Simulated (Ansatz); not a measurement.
# AgBrH, charge +1: a pair, distance and angle

A grid of calculations on AgBrH, charge +1, to see where the energy is lowest and how it rises around there.

Method: RKS B3LYP-D4/def2-TZVPD; program: Ansatz 0.2.0.

### Step 1. The starting structure

3 atoms, charge 1, spin multiplicity 1.

Atoms are counted from 1 here; the program's logs count them from 0.

Bond lengths: Ag1–Br2 2.602 Å, Br2–H3 1.450 Å. Angles: Ag1–Br2–H3 95.7°.

Coordinates:

```xyz
3
AgBrH
Ag    0.02897   -0.02271   -1.84547
Br    0.52287   -0.40983    0.67945
H    -0.55184    0.43254    1.16592
```

### Step 5. Plan of the scan

The axes are (1) distance Br2···Ag1: 13 values from 2.199 to 4.799 Å; (2) turn of Ag1 about Br2: 13 values from −120 to 120 °.

Nothing else is relaxed (both partners rigid). Energies count from the ion and the molecule far apart, frozen as in the relaxed pair, each in its own basis (no counterpoise correction). Points are written as (first, second).

(The set-up runs are not shown.)

### Step 6. The run at (2.573 Å, 0°)

Contents of input.yaml:

```yaml
crystal:
  periodic: [false, false, false]
  atoms:
    - { symbol: Ag, position_ang: [0.041044, -0.03217, -1.819191] }
    - { symbol: Br, position_ang: [0.51363, -0.40259, 0.682764] }
    - { symbol: H, position_ang: [-0.546341, 0.428229, 1.180443] }
total_charge: 1
basis:
  gaussian: { orbitals: def2-TZVPD }
hamiltonian:
  xc: { name: B3LYP }
  dispersion: d4
output:
  forces: true
```

The run is started by

```console
$ ansatz run input.yaml --threads 1 --pin off --max-ram 2048MiB --backend cpu --events-out ev --progress --plain --runs-dir out
```

The session goes on with these runs: all other points of the grid.

Before running it: what results should come out? Wanted: lowest point; largest force on an atom.

The runs gave:

| quantity | value |
| --- | --- |
| lowest point | (2.573 Å, 0°), −26.4 kcal/mol |
| highest computed point (blank points may lie higher) | (2.573 Å, −80°), 75.3 kcal/mol above the lowest |
| largest force on an atom (eV/Å) | 0.1 at (2.758 Å, 80°) to 11.5 at (2.199 Å, −60°); 0.2 at the lowest point |
| time for the whole task | 7.5 min on 1 thread, shared host |

**Reading.** The lowest computed point is at (2.573 Å, 0°), −26.4 kcal/mol from the ion and the molecule far apart, frozen as in the relaxed pair, each in its own basis (no counterpoise correction). The grid is coarse, so the true minimum lies between grid points and may sit elsewhere than the lowest one. No other kind of well shows on this grid. The highest computed point, (2.573 Å, −80°), lies 75.3 kcal/mol above the lowest. Round the minimum the two coordinates are nearly uncoupled. Between some neighbouring points the energy changes steeply; a change of electronic state there was not ruled out. Without a counterpoise correction the wells come out somewhat too deep.
